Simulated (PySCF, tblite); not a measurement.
# As25H13: electronic excitations, NMR shifts

What do calculations give for the electronic excitations, NMR shifts of As25H13?

Computed with tblite 0.8.0 and PySCF 2.14.0 and routines of our own; the level stands in each step. Atoms count from 0.

### 1 The starting structure

38 atoms, charge 0, multiplicity 1; geometry from: force field, distance geometry or constructed start.

### 2 Optimising the geometry with GFN2-xTB

Job settings and geometry (Å):

```
{"job": {"kind": "relax", "xc": "GFN2-xTB", "basis": "xTB"}, "charge": 0, "multiplicity": 1}
As    -1.435900    -1.073400    -4.865600
As    -3.269000    -1.069000    -3.172300
As    -1.435600    -1.073900     4.077000
As    -1.441500    -1.067200    -0.400200
As    -3.266800    -1.072800     1.308000
As    -5.094100    -1.072100    -0.396600
As    -1.440700     1.348100     3.536300
As    -1.437400     1.349100    -0.928900
As    -3.263100     1.344300     1.840600
As    -3.268600     1.345600    -2.627400
As    -5.092900     1.345200    -0.932500
As     4.031700    -1.073600    -3.165400
As     2.205800    -1.070900    -4.859000
As     0.386400    -1.072200    -3.168100
As     4.032000    -1.066500     1.304800
As     2.207300    -1.071000     4.082300
As     0.384600    -1.069700     5.775500
As     2.208100    -1.075000    -0.395000
As     0.383600    -1.069800     1.307100
As     4.037000     1.347300     1.843700
As     2.206900     1.350200     3.541100
As     4.033300     1.347900    -2.629200
As     2.212600     1.351000    -0.923800
As     0.380000     1.342100     1.839500
As     0.384700     1.349000    -2.628100
H     -1.446900     0.411400    -5.190700
H     -4.377700    -1.069300    -4.201700
H     -2.554000    -1.071000     5.112700
H     -6.202800    -1.071200     0.639500
H     -4.377300     1.346800     2.879900
H     -6.199800     1.347000    -1.967100
H      5.145000    -1.070300    -4.200800
H      2.208200     0.412400    -5.195100
H      5.149000    -1.072900     0.272700
H      3.323100    -1.069800     5.108200
H      0.384700     0.414500     6.100900
H      5.146100     1.346500     2.872400
H      5.147800     1.348900    -1.596100
```

The run is started by

```sh
$ OMP_NUM_THREADS=8 python large_run.py task.json out
```

One launch serves the whole session: the jobs run in the order shown.

The program printed:

```text
step      E/eV     max force
  0   -1801.69930    0.970
  1   -1801.85754    0.823
  2   -1802.26637    0.556
  3   -1802.32766    0.625
  4   -1802.51880    0.617
  5   -1802.62642    0.404
  6   -1802.68164    0.321
  7   -1802.71039    0.317
  8   -1802.76114    0.301
  9   -1802.81747    0.393
 10   -1802.88083    0.424
 11   -1802.93506    0.433
 12   -1802.98488    0.360
 13   -1803.02320    0.286
 14   -1803.04971    0.260
 15   -1803.06489    0.195
 16   -1803.07684    0.215
 17   -1803.09216    0.196
 18   -1803.10910    0.237
 19   -1803.12386    0.216
 20   -1803.13513    0.195
 21   -1803.14535    0.160
 22   -1803.15490    0.148
 23   -1803.16196    0.132
 24   -1803.16737    0.129
 25   -1803.17346    0.149
 26   -1803.18135    0.155
 27   -1803.19023    0.148
 28   -1803.19749    0.142
 29   -1803.20230    0.133
 30   -1803.20601    0.099
 31   -1803.20918    0.098
 32   -1803.21160    0.088
 33   -1803.21385    0.099
 34   -1803.21666    0.099
 35   -1803.22001    0.081
 36   -1803.22284    0.065
 37   -1803.22445    0.061
 38   -1803.22535    0.057
 39   -1803.22623    0.048
 40   -1803.22725    0.056
 41   -1803.22828    0.062
 42   -1803.22930    0.057
 43   -1803.23041    0.057
 44   -1803.23150    0.048
 45   -1803.23232    0.041
 46   -1803.23283    0.040
 47   -1803.23329    0.040
 48   -1803.23399    0.043
 49   -1803.23504    0.055
 50   -1803.23634    0.063
 51   -1803.23763    0.056
 52   -1803.23874    0.049
 53   -1803.23956    0.038
 54   -1803.24010    0.035
 55   -1803.24047    0.033
 56   -1803.24083    0.032
 57   -1803.24133    0.034
 58   -1803.24198    0.048
 59   -1803.24263    0.046
 60   -1803.24314    0.037
 61   -1803.24353    0.031
 62   -1803.24389    0.030
 63   -1803.24425    0.034
 64   -1803.24465    0.043
 65   -1803.24519    0.048
 66   -1803.24595    0.047
 67   -1803.24681    0.041
 68   -1803.24746    0.034
 69   -1803.24783    0.032
 70   -1803.24810    0.029
 71   -1803.24846    0.025
 72   -1803.24892    0.035
 73   -1803.24942    0.044
 74   -1803.24995    0.044
 75   -1803.25051    0.045
 76   -1803.25101    0.035
 77   -1803.25133    0.022
 78   -1803.25152    0.024
 79   -1803.25171    0.025
 80   -1803.25196    0.020
 81   -1803.25225    0.025
 82   -1803.25249    0.026
 83   -1803.25267    0.022
 84   -1803.25283    0.022
 85   -1803.25298    0.018
```

It took 12 min on 8 threads of Intel Xeon at 2.50GHz, shared host; peak memory 0.16 GiB.

Relaxation path:

```csv
step,energy from step 0 (eV),largest force (eV/Å)
0,0.0000,0.9699
1,-0.1582,0.8230
2,-0.5671,0.5556
3,-0.6284,0.6245
4,-0.8195,0.6175
5,-0.9271,0.4039
6,-0.9823,0.3202
7,-1.0111,0.3168
8,-1.0618,0.3006
14,-1.3504,0.2591
21,-1.4461,0.1596
27,-1.4909,0.1483
34,-1.5174,0.0983
41,-1.5290,0.0618
47,-1.5340,0.0397
54,-1.5408,0.0353
61,-1.5442,0.0313
67,-1.5475,0.0405
74,-1.5506,0.0449
81,-1.5530,0.0254
82,-1.5532,0.0260
83,-1.5534,0.0220
84,-1.5535,0.0220
85,-1.5537,0.0181
```

Close pairs (by a distance rule), those that changed most:

```
     bond  before (Å)  after (Å)  change (Å)
As18–As23       2.470      2.549      +0.080
  As3–As7       2.473      2.544      +0.070
As11–As21       2.480      2.425      -0.055
 As2–As16       2.490      2.436      -0.054
As15–As16       2.488      2.436      -0.052
As17–As22       2.483      2.534      +0.051
  As0–As1       2.496      2.445      -0.051
As11–As12       2.490      2.442      -0.049
```

The final coordinates are the input of the step that follows.

### 3 Electronic excitations: TDDFT PBE/def2-SVP

Job settings and geometry (Å):

```
{"job": {"kind": "uv", "basis": "def2-SVP", "grid": 1, "kgrid": 0, "vcut": null, "nstates": 6, "ntriplets": 2, "tda": false, "delta": ["ip_vertical"], "pop": true, "xc": "PBE"}, "charge": 0, "multiplicity": 1}
As    -1.449479    -0.847354    -5.294910
As    -3.255956    -1.067331    -3.662505
As    -1.411779    -1.026759     4.681591
As    -1.488967    -1.151174    -0.361137
As    -3.327755    -1.164191     1.308484
As    -5.148712    -1.083886    -0.357429
As    -1.478476     1.273928     3.782230
As    -1.456857     1.263336    -1.160543
As    -3.343395     1.166963     2.163228
As    -3.306469     1.262653    -2.826541
As    -5.117818     1.227772    -1.141381
As     3.999898    -1.128053    -3.559900
As     2.248720    -0.886147    -5.244479
As     0.382204    -1.132659    -3.659870
As     4.041130    -1.108440     1.339116
As     2.182496    -1.062240     4.549174
As     0.447407    -0.748320     6.230253
As     2.229112    -1.154799    -0.328061
As     0.347586    -1.134562     1.313158
As     4.033487     1.226089     2.021636
As     2.252505     1.264974     3.719537
As     4.084224     1.174889    -2.803700
As     2.255785     1.235807    -1.167333
As     0.365526     1.288899     2.104568
As     0.404242     1.237610    -2.822529
H     -1.411897     0.709248    -5.230899
H     -4.322804    -0.729192    -4.720873
H     -2.440446    -0.644208     5.766018
H     -6.150427    -0.723562     0.749604
H     -4.318848     0.745053     3.278658
H     -6.139446     0.888634    -2.244873
H      5.087481    -0.864986    -4.613969
H      2.217915     0.677622    -5.192216
H      5.077543    -0.822206     0.227756
H      3.288643    -0.742609     5.567330
H      0.462982     0.808429     6.136515
H      5.070164     0.950708     3.127519
H      5.084379     0.845355    -1.674645
```

Method: TDDFT PBE/def2-SVP, vertical, gas phase, core orbitals frozen in the response.

The program printed:

```text
start: PBE on a coarse grid of 204673 points
cycle   1  E = -55889.9708474302  dE = -1.570e+01  |g| = 1.228e+00  |ddm| = 7.934e+00
cycle   2  E = -55889.8776727160  dE =  9.317e-02  |g| = 1.264e+00  |ddm| = 1.807e+00
cycle   3  E = -55889.8885692549  dE = -1.090e-02  |g| = 7.773e-01  |ddm| = 2.181e+00
cycle   4  E = -55890.1010037136  dE = -2.124e-01  |g| = 5.878e-02  |ddm| = 1.234e+00
cycle   5  E = -55890.1014269574  dE = -4.232e-04  |g| = 4.401e-02  |ddm| = 1.691e-01
cycle   6  E = -55890.1020546561  dE = -6.277e-04  |g| = 1.071e-02  |ddm| = 8.713e-02
cycle   7  E = -55890.1020719048  dE = -1.725e-05  |g| = 7.942e-03  |ddm| = 2.718e-02
final grid: 204673 points
cycle   8  E = -55890.1018209006  dE =  2.510e-04  |g| = 2.739e-02  |ddm| = 5.585e-02
cycle   9  E = -55890.0983864756  dE =  3.434e-03  |g| = 1.001e-01  |ddm| = 1.972e-01
cycle  10  E = -55890.1020646179  dE = -3.678e-03  |g| = 7.680e-03  |ddm| = 1.552e-01
cycle  11  E = -55890.1020990464  dE = -3.443e-05  |g| = 1.462e-03  |ddm| = 1.368e-02
cycle  12  E = -55890.1020965989  dE =  2.448e-06  |g| = 3.201e-04  |ddm| = 2.712e-03
cycle  13  E = -55890.1020874482  dE =  9.151e-06  |g| = 1.497e-04  |ddm| = 7.029e-04
cycle  14  E = -55890.1020968303  dE = -9.382e-06  |g| = 8.217e-05  |ddm| = 3.406e-04
converged SCF energy = -55890.1020968303
Vertical ionisation energy (delta-SCF) = 6.5223 eV   <S^2> = 0.751

Static polarisability (au): isotropic 828.562, principal 493.945 961.683 1030.059

Singlet excitations
state   eV       nm        f      main configurations
  1   2.3379    530.3   0.09045   H->L 0.88
  2   2.3717    522.8   0.00776   H-1->L 0.95
  3   2.4486    506.3   0.00257   H-2->L 0.93
  4   2.5114    493.7   0.00609   H-3->L 0.97
  5   2.6381    470.0   0.00022   H->L+1 0.89
  6   2.6810    462.5   0.00086   H->L+2 0.78, H-4->L 0.16

Triplet excitations (Tamm-Dancoff, eV): 2.0592 2.2878
```

Run time: 2.8 min. Hardware: 8 threads of Intel Xeon at 2.50GHz, shared host; peak memory 4 GiB.

The orbitals next to the gap, with their largest atomic shares:

| orbital | eV | atoms |
| --- | --- | --- |
| HOMO−4 | -5.69 | As6 11 %, As5 10 %, As10 10 % |
| HOMO−3 | -5.48 | As18 20 %, As3 16 %, As17 7 % |
| HOMO−2 | -5.42 | As17 11 %, As8 11 %, As4 10 % |
| HOMO−1 | -5.35 | As24 8 %, As0 8 %, As22 8 % |
| HOMO | -5.18 | As23 10 %, As7 9 %, As22 8 % |
| LUMO | -3.02 | As23 11 %, As18 8 %, As13 8 % |
| LUMO+1 | -2.61 | As3 9 %, As8 8 %, As22 8 % |
| LUMO+2 | -2.53 | As17 10 %, As4 10 %, As3 8 % |
| LUMO+3 | -2.39 | As18 7 %, As17 7 %, As24 6 % |

With each of the 6 states as a Gaussian band of 0.4 eV half-width at 1/e, the curve within the window shown has maxima at 527 nm (ε 4,300) L/(mol cm). Beyond the last state computed it falls off for lack of states. The curve at chosen wavelengths:

| nm | ε (L/mol/cm) |
| --- | --- |
| 416 | 411 |
| 428 | 732 |
| 440 | 1175 |
| 452 | 1721 |
| 464 | 2326 |
| 475 | 2883 |
| 487 | 3434 |
| 499 | 3872 |
| 511 | 4164 |
| 523 | 4295 |
| 535 | 4270 |
| 547 | 4112 |
| 559 | 3851 |
| 570 | 3549 |
| 582 | 3180 |
| 594 | 2797 |
| 606 | 2419 |
| 618 | 2064 |
| 630 | 1738 |
| 642 | 1449 |
| 654 | 1197 |
| 665 | 998 |
| 677 | 813 |
| 689 | 658 |
| 701 | 530 |
| 713 | 426 |

Further results of this job:

```
           property  computed
  dipole moment (D)      0.45
polarisability (Å³)    122.78
 HOMO–LUMO gap (eV)      2.16
      −ε(HOMO) (eV)      5.18
```

### 4 NMR shifts: GIAO B97-D/pcSseg-1

Settings changed since step 3:

```diff
@@ -1,2 +1,2 @@
-{"job": {"kind": "uv", "basis": "def2-SVP", "grid": 1, "kgrid": 0, "vcut": null, "nstates": 6, "ntriplets": 2, "tda": false, "delta": ["ip_vertical"], "pop": true, "xc": "PBE"}, "charge": 0, "multiplicity": 1}
+{"job": {"kind": "nmr", "basis": "pcSseg-1", "pop": false, "xc": "B97-D"}, "charge": 0, "multiplicity": 1}
 As    -1.449479    -0.847354    -5.294910
```

With the program's defaults for keys left out, this is: GIAO B97-D/pcSseg-1 NMR shielding, non-relativistic, gas phase.

The program printed:

```text
start: PBE on a coarse grid of 204673 points
cycle   1  E = -55890.7506688110  dE = -1.765e+01  |g| = 3.858e+00  |ddm| = 8.787e+00
cycle   2  E = -55890.5929717684  dE =  1.577e-01  |g| = 3.462e+00  |ddm| = 3.223e+00
cycle   3  E = -55891.1225099721  dE = -5.295e-01  |g| = 8.656e-01  |ddm| = 2.886e+00
cycle   4  E = -55891.1158669077  dE =  6.643e-03  |g| = 8.432e-01  |ddm| = 2.324e+00
cycle   5  E = -55891.3520456095  dE = -2.362e-01  |g| = 7.425e-02  |ddm| = 1.270e+00
cycle   6  E = -55891.3527753685  dE = -7.298e-04  |g| = 5.777e-02  |ddm| = 1.904e-01
cycle   7  E = -55891.3535860678  dE = -8.107e-04  |g| = 2.199e-02  |ddm| = 1.068e-01
cycle   8  E = -55891.3537617830  dE = -1.757e-04  |g| = 9.879e-03  |ddm| = 4.398e-02
final grid: 374612 points
cycle   9  E = -55927.8339506413  dE =  1.127e-02  |g| = 1.361e+00  |ddm| = 1.712e+00
cycle  10  E = -55927.7911465534  dE =  4.280e-02  |g| = 1.537e+00  |ddm| = 1.965e+00
cycle  11  E = -55927.9305040012  dE = -1.394e-01  |g| = 1.909e-01  |ddm| = 1.165e+00
cycle  12  E = -55927.9425257056  dE = -1.202e-02  |g| = 4.619e-02  |ddm| = 3.078e-01
cycle  13  E = -55927.9431590520  dE = -6.333e-04  |g| = 1.821e-02  |ddm| = 8.616e-02
cycle  14  E = -55927.9432304603  dE = -7.141e-05  |g| = 1.034e-02  |ddm| = 3.732e-02
cycle  15  E = -55927.9432792318  dE = -4.877e-05  |g| = 2.386e-03  |ddm| = 1.784e-02
cycle  16  E = -55927.9432657765  dE =  1.346e-05  |g| = 1.143e-03  |ddm| = 4.574e-03
cycle  17  E = -55927.9432756230  dE = -9.846e-06  |g| = 3.078e-04  |ddm| = 1.832e-03
cycle  18  E = -55927.9432703244  dE =  5.299e-06  |g| = 2.878e-04  |ddm| = 8.129e-04
cycle  19  E = -55927.9432699150  dE =  4.094e-07  |g| = 7.885e-05  |ddm| = 4.899e-04
converged SCF energy = -55927.9432699150

GIAO shielding tensors (ppm)
atom      isotropic    diamagn.    paramagn.     s11        s22        s33       span
  0 As    1211.841    2877.238   -1665.397    959.185   1265.610   1410.727    451.542
  1 As    1403.926    2875.544   -1471.618   1185.627   1498.963   1527.188    341.561
  2 As    1443.950    2876.080   -1432.130   1273.477   1483.211   1575.162    301.685
  3 As     910.688    2873.415   -1962.726    808.217    929.104    994.745    186.528
  4 As    1044.666    2873.936   -1829.270    942.504   1040.664   1150.829    208.325
  5 As    1377.672    2873.675   -1496.003   1095.766   1460.827   1576.424    480.658
  6 As     920.792    2873.554   -1952.761    809.432    883.365   1069.580    260.149
  7 As     962.332    2874.313   -1911.981    789.871    997.219   1099.906    310.035
  8 As    1263.413    2874.431   -1611.018    856.182   1430.309   1503.749    647.568
  9 As     968.913    2874.018   -1905.105    809.327    986.542   1110.871    301.544
 10 As    1367.884    2873.258   -1505.375   1050.999   1476.094   1576.558    525.558
 11 As    1514.721    2875.051   -1360.330   1379.122   1525.441   1639.599    260.477
 12 As    1257.980    2877.128   -1619.148   1059.571   1299.117   1415.252    355.681
 13 As    1208.174    2876.794   -1668.620   1109.401   1190.614   1324.507    215.106
 14 As    1437.547    2875.204   -1437.657   1137.570   1552.623   1622.449    484.878
 15 As    1464.428    2875.762   -1411.334   1291.659   1519.883   1581.742    290.083
 16 As    1286.760    2877.524   -1590.764   1099.321   1349.843   1411.117    311.796
 17 As     941.534    2874.055   -1932.521    811.979    928.972   1083.652    271.673
 18 As     868.592    2872.934   -2004.342    794.802    833.738    977.235    182.433
 19 As    1381.131    2874.735   -1493.605   1089.851   1471.257   1582.284    492.433
 20 As     995.900    2873.680   -1877.780    818.785   1022.781   1146.135    327.350
 21 As    1393.264    2876.042   -1482.778   1119.795   1385.074   1674.924    555.129
 22 As    1000.376    2875.360   -1874.984    853.754    969.672   1177.702    323.948
 23 As    1051.398    2874.761   -1823.362    947.738   1062.425   1144.032    196.294
 24 As     745.976    2873.896   -2127.920    538.006    814.368    885.554    347.548
 25 H       26.198      28.001      -1.804     23.778     24.621     30.194      6.416
 26 H       27.524      28.929      -1.405     18.861     24.114     39.596     20.735
 27 H       27.703      29.127      -1.424     19.377     24.472     39.260     19.883
 28 H       27.887      27.831       0.056     20.779     24.230     38.652     17.873
 29 H       27.088      29.106      -2.018     19.868     24.950     36.448     16.580
 30 H       27.551      27.769      -0.219     20.648     23.688     38.317     17.669
 31 H       27.911      28.326      -0.415     19.257     23.085     41.391     22.133
 32 H       26.522      27.883      -1.361     23.666     25.180     30.721      7.055
 33 H       27.198      28.857      -1.659     19.307     25.386     36.902     17.594
 34 H       27.929      29.205      -1.276     19.348     24.342     40.098     20.750
 35 H       26.141      27.641      -1.500     22.779     24.683     30.963      8.184
 36 H       27.483      28.665      -1.183     20.167     23.643     38.637     18.470
 37 H       26.441      28.922      -2.482     19.119     24.061     36.142     17.023
```

It took 2.1 min on 8 threads of Intel Xeon at 2.50GHz, shared host; peak memory 4.3 GiB.

Shifts follow as δ = σ(reference) − σ, with reference shieldings (ppm) from runs at the same level and on the same kind of geometry: 1H TMS 31.85. The references are single molecules in the gas phase.

```
atoms                            environment  σ (ppm)  δ (ppm)
  H35  hydrogen on an arsenic bonded to 2 As    26.14     5.71
  H25  hydrogen on an arsenic bonded to 2 As    26.20     5.65
  H37  hydrogen on an arsenic bonded to 2 As    26.44     5.41
  H32  hydrogen on an arsenic bonded to 2 As    26.52     5.33
  H29  hydrogen on an arsenic bonded to 2 As    27.09     4.76
  H33  hydrogen on an arsenic bonded to 2 As    27.20     4.65
  H36  hydrogen on an arsenic bonded to 2 As    27.48     4.37
  H26  hydrogen on an arsenic bonded to 2 As    27.52     4.33
  H30  hydrogen on an arsenic bonded to 2 As    27.55     4.30
  H27  hydrogen on an arsenic bonded to 2 As    27.70     4.15
  H28  hydrogen on an arsenic bonded to 2 As    27.89     3.96
  H31  hydrogen on an arsenic bonded to 2 As    27.91     3.94
  H34  hydrogen on an arsenic bonded to 2 As    27.93     3.92
 As24                 arsenic bonded to 3 As      746        –
 As18                 arsenic bonded to 3 As      869        –
  As3                 arsenic bonded to 3 As      911        –
  As6                 arsenic bonded to 3 As      921        –
 As17                 arsenic bonded to 3 As      942        –
  As7                 arsenic bonded to 3 As      962        –
  As9                 arsenic bonded to 3 As      969        –
 As20                 arsenic bonded to 3 As      996        –
 As22                 arsenic bonded to 3 As     1000        –
  As4                 arsenic bonded to 3 As     1045        –
 As23                 arsenic bonded to 3 As     1051        –
 As13                 arsenic bonded to 3 As     1208        –
  As0              arsenic bonded to 2 As, H     1212        –
 As12              arsenic bonded to 2 As, H     1258        –
  As8              arsenic bonded to 2 As, H     1263        –
 As16              arsenic bonded to 2 As, H     1287        –
 As10              arsenic bonded to 2 As, H     1368        –
  As5              arsenic bonded to 2 As, H     1378        –
 As19              arsenic bonded to 2 As, H     1381        –
 As21              arsenic bonded to 2 As, H     1393        –
  As1              arsenic bonded to 2 As, H     1404        –
 As14              arsenic bonded to 2 As, H     1438        –
  As2              arsenic bonded to 2 As, H     1444        –
 As15              arsenic bonded to 2 As, H     1464        –
 As11              arsenic bonded to 2 As, H     1515        –
```

Ring of atoms As0, As1, As7, As9, As13, As24: NICS(0) -1.4, NICS(1) -0.8, NICS(1)zz 9.2 ppm (means of both faces).

Ring of atoms As2, As6, As15, As16, As20, As23: NICS(0) -1.6, NICS(1) -1.1, NICS(1)zz 8.6 ppm (means of both faces).

Ring of atoms As3, As4, As5, As7, As9, As10: NICS(0) -0.7, NICS(1) 0.1, NICS(1)zz 8.0 ppm (means of both faces).

### 5 Summary of results

| quantity | value |
| --- | --- |
| lowest singlet (PBE/def2-SVP) | 2.34 eV (530 nm), f = 0.090 |
| lowest triplet | 2.06 eV |
| 1H shifts against TMS (B97-D/pcSseg-1) | 5.71, 5.65, 5.41, 5.33, 4.76, 4.65, 4.37, 4.33, 4.30, 4.15, 3.96, 3.94, 3.92 ppm |
| shieldings of As (B97-D/pcSseg-1) | As24 746.0, As18 868.6, As3 910.7, As6 920.8, As17 941.5, As7 962.3, As9 968.9, As20 995.9 ppm and more |

**Reading.** The first singlet state (HOMO→LUMO 0.88) lies at 2.34 eV and is bright. State 1 absorbs in the visible (530 nm). The lowest triplet lies 0.28 eV below the lowest singlet (triplets in Tamm-Dancoff, singlets in full TDDFT). At B97-D/pcSseg-1: Shielding is most anisotropic at As8 (span 648 ppm, paramagnetic term -1611 ppm).
